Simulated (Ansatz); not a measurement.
**Alloy of ZnGeP2 and ZnSnP2 (2 of 4 Ge sites exchanged), 16 atoms with displaced atoms**

Which settings matter for this cell? A base run comes first, then runs with one to three settings changed.

Program: Ansatz 0.2.0, PAW, plane waves. These are calculated values, not measurements.

### 1 The starting cell

16 atoms (4 Zn, 2 Ge, 2 Sn, 8 P); a = 5.547 Å, b = 5.547 Å, c = 11.063 Å, α = 90.00°, β = 90.00°, γ = 90.00°. All atoms were shaken off their sites by about 0.04 Å along each axis.

As a file:

```
CELL_PARAMETERS angstrom
5.54676 -0.00009 -0.00002
-0.00009 5.54676 -0.00002
-0.00004 -0.00004 11.06344
ATOMIC_POSITIONS crystal
Zn 0.00315 0.99299 0.00503
Zn 0.99400 0.48986 0.24413
Zn 0.49894 0.00094 0.74925
Zn 0.48365 0.50469 0.49863
Ge 0.99093 0.99516 0.49890
Ge 0.50985 0.49067 0.99727
Sn 0.49914 0.99697 0.25236
Sn 0.00057 0.49125 0.75055
P 0.24361 0.24706 0.12840
P 0.26324 0.25220 0.62543
P 0.76211 0.74530 0.11740
P 0.74297 0.26746 0.38036
P 0.25012 0.73476 0.37985
P 0.25343 0.77238 0.87962
P 0.72696 0.74499 0.62622
P 0.75571 0.24733 0.87904
```

### 2 PBEsol single point

File in.yaml:

```yaml
crystal:
  lattice:
    - [5.546756, -0.000090, -0.000021]
    - [-0.000090, 5.546756, -0.000021]
    - [-0.000042, -0.000042, 11.063436]
  atoms:
    - { symbol: Zn, position: [0.003153, 0.992992, 0.005028] }
    - { symbol: Zn, position: [0.994001, 0.489858, 0.244126] }
    - { symbol: Zn, position: [0.498942, 0.000939, 0.749249] }
    - { symbol: Zn, position: [0.483649, 0.504693, 0.498631] }
    - { symbol: Ge, position: [0.990929, 0.995158, 0.498903] }
    - { symbol: Ge, position: [0.509846, 0.490673, 0.997271] }
    - { symbol: Sn, position: [0.499143, 0.996970, 0.252358] }
    - { symbol: Sn, position: [0.000567, 0.491246, 0.750548] }
    - { symbol: P, position: [0.243608, 0.247062, 0.128395] }
    - { symbol: P, position: [0.263244, 0.252197, 0.625435] }
    - { symbol: P, position: [0.762108, 0.745300, 0.117402] }
    - { symbol: P, position: [0.742973, 0.267462, 0.380361] }
    - { symbol: P, position: [0.250119, 0.734764, 0.379846] }
    - { symbol: P, position: [0.253426, 0.772375, 0.879625] }
    - { symbol: P, position: [0.726965, 0.744988, 0.626222] }
    - { symbol: P, position: [0.755711, 0.247327, 0.879035] }
  symmetry: { detect: false }
kpoints:
  mp_grid: { grid: [1, 1, 1], shift: [0.25, 0.25, 0.25] }
hamiltonian:
  xc: pbesol
scf:
  occupations: { method: fermi_dirac, width: 0.01 }
output:
  forces: true
  eigenvalues: true
  stress: true
  populations: true
```

Launch:

```
ansatz run in.yaml --threads 2 --pin off --max-ram 20900MiB --runs-dir r --events-out ev --progress --plain
```

### 3 Run again with dispersion D4

Edit in.yaml of step 2 so:

```diff
@@ -27,4 +27,6 @@
   xc: pbesol
+  dispersion: d4
 scf:
   occupations: { method: fermi_dirac, width: 0.01 }
+  max_iter: 90
 output:
@@ -33,2 +35 @@
   stress: true
-  populations: true
```

### 4 Changed settings: mixer broyden, cutoff 800 eV

Edit in.yaml of step 3 so:

```diff
@@ -25,8 +25,9 @@
   mp_grid: { grid: [1, 1, 1], shift: [0.25, 0.25, 0.25] }
+basis: { ecutwfc: 800 }
 hamiltonian:
   xc: pbesol
-  dispersion: d4
 scf:
   occupations: { method: fermi_dirac, width: 0.01 }
-  max_iter: 90
+  max_iter: 100
+  mixing: { algorithm: broyden }
 output:
```

### 5 Variant: cutoff 350 eV, 1 extra band, starting moment 2 μB

Edit in.yaml of step 4 so:

```diff
@@ -25,5 +25,8 @@
   mp_grid: { grid: [1, 1, 1], shift: [0.25, 0.25, 0.25] }
-basis: { ecutwfc: 800 }
+basis: { ecutwfc: 350 }
 hamiltonian:
   xc: pbesol
+magnetization:
+  spin_polarized: true
+  initial_magnetization: 2
 scf:
@@ -31,3 +34,3 @@
   max_iter: 100
-  mixing: { algorithm: broyden }
+  n_extra_bands: 1
 output:
```

### 6 Run again with occupations fixed

Edit in.yaml of step 5 so:

```diff
@@ -25,12 +25,7 @@
   mp_grid: { grid: [1, 1, 1], shift: [0.25, 0.25, 0.25] }
-basis: { ecutwfc: 350 }
 hamiltonian:
   xc: pbesol
-magnetization:
-  spin_polarized: true
-  initial_magnetization: 2
 scf:
-  occupations: { method: fermi_dirac, width: 0.01 }
-  max_iter: 100
-  n_extra_bands: 1
+  occupations: { method: fixed }
+  max_iter: 60
 output:
@@ -39 +34,5 @@
   stress: true
+  write_density: true
+  write_potential: true
+  elf: true
+  volumetric_format: npy
```

### 7 Changed settings: density cutoff ratio 1, at most 2 cycles

Edit in.yaml of step 6 so:

```diff
@@ -25,2 +25,3 @@
   mp_grid: { grid: [1, 1, 1], shift: [0.25, 0.25, 0.25] }
+basis: { ecutrho_ratio: 1 }
 hamiltonian:
@@ -28,4 +29,4 @@
 scf:
-  occupations: { method: fixed }
-  max_iter: 60
+  occupations: { method: fermi_dirac, width: 0.01 }
+  max_iter: 2
 output:
@@ -34,5 +35 @@
   stress: true
-  write_density: true
-  write_potential: true
-  elf: true
-  volumetric_format: npy
```

**Question.** What will these runs give? Wanted: for each run, settings; status; energy from base; forces from base.

**Answer**, as computed:

| settings | status | cycles | time | energy from base (meV/atom) | forces from base (eV/Å rms) | filled to empty level on the mesh (eV) |
| --- | --- | --- | --- | --- | --- | --- |
| base | converged | 9 | 3.4 s (2 CPU threads) | 0 | 0 | 1.58 |
| dispersion D4 | converged | 9 | 2.8 s (2 CPU threads) | - | 0.001 | 1.58 |
| mixer broyden, cutoff 800 eV | converged | 10 | 6.7 s (2 CPU threads) | -1.3 | 0.000 | 1.58 |
| cutoff 350 eV, 1 extra band, starting moment 2 μB | converged, settings too loose | 13 | 4.1 s (2 CPU threads) | +7.8 | 0.002 | 1.58 |
| occupations fixed | converged | 9 | 3.3 s (2 CPU threads) | 0.0 | 0.000 | 1.58 |
| density cutoff ratio 1, at most 2 cycles | not converged | - | 2.1 s (2 CPU threads) | - | - | - |

**Reading.** Among these variants the forces move most with cutoff 350 eV, 1 extra band, starting moment 2 μB (0.002 eV/Å rms). The base mesh is coarse for so small a cell, so pressure, spacing and their changes aren't converged values of the solid. 1 of 5 variants gave no result: density cutoff ratio 1, at most 2 cycles (not converged).
